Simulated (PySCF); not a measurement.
# A diatomic session: GaC−

One table from this session's results is given with a row withheld; the runs are named, their logs left out.

The runs use PySCF 2.14.0; Ga aug-cc-pVDZ-DK, C aug-cc-pVDZ-DK, spin-free X2C with a Gaussian nucleus.

3 further runs of the same task are left out: 1 that didn't finish, 2 set aside as unsound or not needed.

Set-up of the first run:

Settings of the job:

| Item | Value |
| --- | --- |
| atoms | Ga, C |
| charge | -1 |
| basis | Ga aug-cc-pVDZ-DK, C aug-cc-pVDZ-DK |
| Hamiltonian | spin-free X2C with a Gaussian nucleus |
| basis functions | 59 |
| electrons treated | 38 |
| masses in u | 68.9256, 12.0000 |
| levels | PBE0, PBE, r²SCAN, LDA, revPBE, BHandHLYP, ωB97X, HF, MP2, SCS-MP2 |
| grid | 80 radial by 434 angular points |
| occupations | held fixed by the projection of orbital angular momentum |
| dissociation limit | Ga + C−, each in its ground configuration |
| starting distance in angstrom | 2.015 |
| values of 2S to try | 0, 2, 4 |

The run is started by

```sh
> OMP_NUM_THREADS=1 python dia.py task.json out
```

Steps of the session up to this table: Set-up; The PBE0 curve of the state that the search chose; Other states along the same grid; PBE (GGA); r²SCAN (meta-GGA); LDA; revPBE (GGA); BHandHLYP (global hybrid GGA); ωB97X (range-separated hybrid); ROHF (mean field).

One table of the session follows, with a row left open; its other results are not shown here.

It belongs to the step «The curves together». Energy (eV) from each level's lowest point:

| R (Å) | ROHF | ROHF-MP2 | ROHF-SCS-MP2 | LDA | PBE |
| --- | --- | --- | --- | --- | --- |
| 1.644 | 0.854 | 0.937 | 0.954 | 0.636 | 0.799 |
| 1.721 | ? | ? | ? | ? | ? |
| 1.797 | 0.111 | 0.154 | 0.160 | 0.053 | 0.111 |
| 1.855 | 0.022 | 0.043 | 0.046 | 0.000 | 0.025 |
| 1.912 | 0.000 | 0.000 | 0.000 | 0.005 | 0.000 |
| 1.969 | 0.029 | 0.010 | 0.006 | 0.052 | 0.021 |
| 2.046 | 0.124 | 0.086 | 0.077 | 0.164 | 0.100 |
| 2.141 | 0.300 | 0.258 | 0.240 | 0.351 | 0.250 |
| 2.256 | 0.552 | 0.542 | 0.508 | 0.610 | 0.469 |
| 2.409 | 0.895 | 1.011 | 0.948 | 0.964 | 0.769 |

Estimate the missing values for R (Å) = 1.721.

Worked estimate for «ROHF». A straight line through the neighbours (1.644, 0.854) and (1.797, 0.111) gives 0.854 + (0.111 − 0.854) × (1.721 − 1.644) / (1.797 − 1.644) = 0.480; a parabola fitted to 3 rows on both sides gives 0.388.

**Answer.** ROHF: 0.371; ROHF-MP2: 0.439; ROHF-SCS-MP2: 0.451; LDA: 0.247; PBE: 0.354. In «ROHF» the line misses by +0.109 and the parabola by +0.017.
